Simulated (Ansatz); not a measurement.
Molecular dynamics of Li

Input file:

```yaml
accuracy: low
crystal:
  lattice:
    - [7.205315, 0.0, 0.0]
    - [0.0, 7.205315, 0.0]
    - [0.0, 0.0, 7.205315]
  atoms:
    - { symbol: Li, position: [-0.04043042, 0.01285973, -0.02694379] }
    - { symbol: Li, position: [0.51049873, 0.0060653, 0.03076103] }
    - { symbol: Li, position: [-0.03460706, 0.51532595, 0.02244484] }
    - { symbol: Li, position: [-0.00982647, 0.00673057, 0.50620953] }
    - { symbol: Li, position: [0.2408574, 0.23383297, 0.25004381] }
    - { symbol: Li, position: [0.48147281, 0.46536214, -0.01919273] }
    - { symbol: Li, position: [0.49914967, -0.00878608, 0.48151062] }
    - { symbol: Li, position: [0.74454779, 0.26317785, 0.24928946] }
    - { symbol: Li, position: [-0.01741399, 0.50969722, 0.49389202] }
    - { symbol: Li, position: [0.25774316, 0.75175525, 0.24531138] }
    - { symbol: Li, position: [0.25307618, 0.20957011, 0.75071874] }
    - { symbol: Li, position: [0.5152497, 0.51431935, 0.50459197] }
    - { symbol: Li, position: [0.74360009, 0.7571107, 0.258552] }
    - { symbol: Li, position: [0.75168217, 0.25783013, 0.71369107] }
    - { symbol: Li, position: [0.25897578, 0.77393131, 0.78089807] }
    - { symbol: Li, position: [0.75605245, 0.77267914, 0.72153969] }
basis:
  ecutwfc: 500.0
kpoints:
  mp_grid: { grid: [2, 2, 2] }
hamiltonian:
  xc: r2scan
scf:
  occupations: { method: fermi_dirac, width: 0.11 }
  lower_state_search: "off"
md:
  timestep: 1
  n_steps: 80
  ensemble: nve
  temperature: 780.0
  initial_velocities: maxwell_boltzmann
  seed: 423789
```

Run as:

```bash
$ ansatz run input.yaml --threads 1 --pin off --max-ram 3072MiB --backend cpu --events-out ev --progress --plain --runs-dir out
```

It goes on from the last frame of an earlier run, with new velocities.

Output, in part (one step line in 2):

```
md step     0: t =     0.00 fs  T =   780.0 K  F+E_penalty+E_count = -3281.44859928 eV  E_kin = 1.512342 eV  conserved = -3279.93625729 eV  (8 SCF iters)
md step     2: t =     2.00 fs  T =   786.8 K  F+E_penalty+E_count = -3281.46183802 eV  E_kin = 1.525570 eV  conserved = -3279.93626800 eV  (7 SCF iters)
md step     4: t =     4.00 fs  T =   788.1 K  F+E_penalty+E_count = -3281.46441151 eV  E_kin = 1.528137 eV  conserved = -3279.93627479 eV  (7 SCF iters)
md step     6: t =     6.00 fs  T =   783.8 K  F+E_penalty+E_count = -3281.45599714 eV  E_kin = 1.519709 eV  conserved = -3279.93628777 eV  (4 SCF iters)
md step     8: t =     8.00 fs  T =   773.8 K  F+E_penalty+E_count = -3281.43664562 eV  E_kin = 1.500359 eV  conserved = -3279.93628684 eV  (2 SCF iters)
md step    10: t =    10.00 fs  T =   758.5 K  F+E_penalty+E_count = -3281.40687605 eV  E_kin = 1.470602 eV  conserved = -3279.93627418 eV  (7 SCF iters)
md step    12: t =    12.00 fs  T =   738.3 K  F+E_penalty+E_count = -3281.36774450 eV  E_kin = 1.431492 eV  conserved = -3279.93625228 eV  (3 SCF iters)
md step    14: t =    14.00 fs  T =   714.1 K  F+E_penalty+E_count = -3281.32085868 eV  E_kin = 1.384631 eV  conserved = -3279.93622720 eV  (3 SCF iters)
md step    16: t =    16.00 fs  T =   687.1 K  F+E_penalty+E_count = -3281.26831833 eV  E_kin = 1.332124 eV  conserved = -3279.93619418 eV  (3 SCF iters)
md step    18: t =    18.00 fs  T =   658.3 K  F+E_penalty+E_count = -3281.21256667 eV  E_kin = 1.276416 eV  conserved = -3279.93615095 eV  (3 SCF iters)
md step    20: t =    20.00 fs  T =   629.2 K  F+E_penalty+E_count = -3281.15613177 eV  E_kin = 1.220016 eV  conserved = -3279.93611547 eV  (7 SCF iters)
md step    22: t =    22.00 fs  T =   601.0 K  F+E_penalty+E_count = -3281.10134206 eV  E_kin = 1.165252 eV  conserved = -3279.93609026 eV  (4 SCF iters)
md step    24: t =    24.00 fs  T =   574.5 K  F+E_penalty+E_count = -3281.05001236 eV  E_kin = 1.113937 eV  conserved = -3279.93607520 eV  (2 SCF iters)
md step    26: t =    26.00 fs  T =   550.4 K  F+E_penalty+E_count = -3281.00320338 eV  E_kin = 1.067126 eV  conserved = -3279.93607732 eV  (3 SCF iters)
md step    28: t =    28.00 fs  T =   528.7 K  F+E_penalty+E_count = -3280.96113082 eV  E_kin = 1.025041 eV  conserved = -3279.93608992 eV  (3 SCF iters)
md step    30: t =    30.00 fs  T =   509.1 K  F+E_penalty+E_count = -3280.92317904 eV  E_kin = 0.987067 eV  conserved = -3279.93611241 eV  (6 SCF iters)
md step    32: t =    32.00 fs  T =   491.0 K  F+E_penalty+E_count = -3280.88811313 eV  E_kin = 0.951967 eV  conserved = -3279.93614617 eV  (2 SCF iters)
md step    34: t =    34.00 fs  T =   473.6 K  F+E_penalty+E_count = -3280.85438487 eV  E_kin = 0.918204 eV  conserved = -3279.93618058 eV  (3 SCF iters)
md step    36: t =    36.00 fs  T =   456.1 K  F+E_penalty+E_count = -3280.82048484 eV  E_kin = 0.884277 eV  conserved = -3279.93620743 eV  (3 SCF iters)
md step    38: t =    38.00 fs  T =   437.9 K  F+E_penalty+E_count = -3280.78525642 eV  E_kin = 0.849033 eV  conserved = -3279.93622353 eV  (2 SCF iters)
md step    40: t =    40.00 fs  T =   418.8 K  F+E_penalty+E_count = -3280.74813799 eV  E_kin = 0.811919 eV  conserved = -3279.93621920 eV  (6 SCF iters)
md step    42: t =    42.00 fs  T =   398.7 K  F+E_penalty+E_count = -3280.70926240 eV  E_kin = 0.773053 eV  conserved = -3279.93620965 eV  (2 SCF iters)
md step    44: t =    44.00 fs  T =   378.2 K  F+E_penalty+E_count = -3280.66942432 eV  E_kin = 0.733239 eV  conserved = -3279.93618551 eV  (2 SCF iters)
md step    46: t =    46.00 fs  T =   357.8 K  F+E_penalty+E_count = -3280.62996794 eV  E_kin = 0.693810 eV  conserved = -3279.93615780 eV  (4 SCF iters)
md step    48: t =    48.00 fs  T =   338.6 K  F+E_penalty+E_count = -3280.59257241 eV  E_kin = 0.656444 eV  conserved = -3279.93612850 eV  (3 SCF iters)
md step    50: t =    50.00 fs  T =   321.3 K  F+E_penalty+E_count = -3280.55902688 eV  E_kin = 0.622928 eV  conserved = -3279.93609877 eV  (6 SCF iters)
md step    52: t =    52.00 fs  T =   306.8 K  F+E_penalty+E_count = -3280.53102303 eV  E_kin = 0.594946 eV  conserved = -3279.93607681 eV  (2 SCF iters)
md step    54: t =    54.00 fs  T =   296.0 K  F+E_penalty+E_count = -3280.50994815 eV  E_kin = 0.573883 eV  conserved = -3279.93606476 eV  (3 SCF iters)
md step    56: t =    56.00 fs  T =   289.2 K  F+E_penalty+E_count = -3280.49676290 eV  E_kin = 0.560702 eV  conserved = -3279.93606118 eV  (3 SCF iters)
md step    58: t =    58.00 fs  T =   286.7 K  F+E_penalty+E_count = -3280.49191409 eV  E_kin = 0.555855 eV  conserved = -3279.93605902 eV  (2 SCF iters)
md step    60: t =    60.00 fs  T =   288.4 K  F+E_penalty+E_count = -3280.49532310 eV  E_kin = 0.559260 eV  conserved = -3279.93606300 eV  (6 SCF iters)
md step    62: t =    62.00 fs  T =   294.2 K  F+E_penalty+E_count = -3280.50641706 eV  E_kin = 0.570338 eV  conserved = -3279.93607953 eV  (2 SCF iters)
md step    64: t =    64.00 fs  T =   303.3 K  F+E_penalty+E_count = -3280.52421766 eV  E_kin = 0.588121 eV  conserved = -3279.93609647 eV  (2 SCF iters)
md step    66: t =    66.00 fs  T =   315.3 K  F+E_penalty+E_count = -3280.54747249 eV  E_kin = 0.611359 eV  conserved = -3279.93611398 eV  (3 SCF iters)
md step    68: t =    68.00 fs  T =   329.4 K  F+E_penalty+E_count = -3280.57479585 eV  E_kin = 0.638660 eV  conserved = -3279.93613536 eV  (2 SCF iters)
md step    70: t =    70.00 fs  T =   344.9 K  F+E_penalty+E_count = -3280.60479856 eV  E_kin = 0.668648 eV  conserved = -3279.93615092 eV  (7 SCF iters)
md step    72: t =    72.00 fs  T =   361.1 K  F+E_penalty+E_count = -3280.63621865 eV  E_kin = 0.700050 eV  conserved = -3279.93616914 eV  (2 SCF iters)
md step    74: t =    74.00 fs  T =   377.4 K  F+E_penalty+E_count = -3280.66798824 eV  E_kin = 0.731805 eV  conserved = -3279.93618368 eV  (2 SCF iters)
md step    76: t =    76.00 fs  T =   393.6 K  F+E_penalty+E_count = -3280.69926507 eV  E_kin = 0.763073 eV  conserved = -3279.93619206 eV  (2 SCF iters)
md step    78: t =    78.00 fs  T =   409.1 K  F+E_penalty+E_count = -3280.72941752 eV  E_kin = 0.793219 eV  conserved = -3279.93619848 eV  (3 SCF iters)
md step    80: t =    80.00 fs  T =   423.8 K  F+E_penalty+E_count = -3280.75798563 eV  E_kin = 0.821779 eV  conserved = -3279.93620641 eV  (7 SCF iters)
```

All steps were run. The conserved energy stayed within 0.012 meV per atom of its start (net change 0.0032 meV per atom), so the integration is sound. The temperature averaged 0.44 of the 780 K drawn at the start: a run that starts near a minimum puts about half its kinetic energy into the potential. A run of 0.08 ps of so small a system gives no equilibrium averages. Limits of this set-up: coarse k mesh, low accuracy level.

Mean squared displacements from the first frame to the last, about the centre of mass: Li 0.39 Å².

Last frame:

```xyz
16
Lattice="7.2053 0.0000 0.0000 0.0000 7.2053 0.0000 0.0000 0.0000 7.2053" Properties=species:S:1:pos:R:3
Li -0.322 0.513 0.505
Li 3.806 0.086 -0.130
Li -0.170 3.106 -0.267
Li 0.127 0.106 3.391
Li 2.385 1.720 1.538
Li 3.277 4.100 -0.129
Li 3.487 -0.821 4.001
Li 5.362 2.268 2.139
Li 0.609 3.820 3.630
Li 1.431 5.472 1.297
Li 1.897 1.652 5.367
Li 3.393 3.787 3.931
Li 5.295 5.325 1.771
Li 5.269 1.575 4.877
Li 1.135 5.875 5.609
Li 5.606 4.947 5.436
```

The run took 7.1 min on 1 thread of Intel(R) Xeon(R) 6975P-C (Granite Rapids) (shared host), peak memory 0.72 GiB.
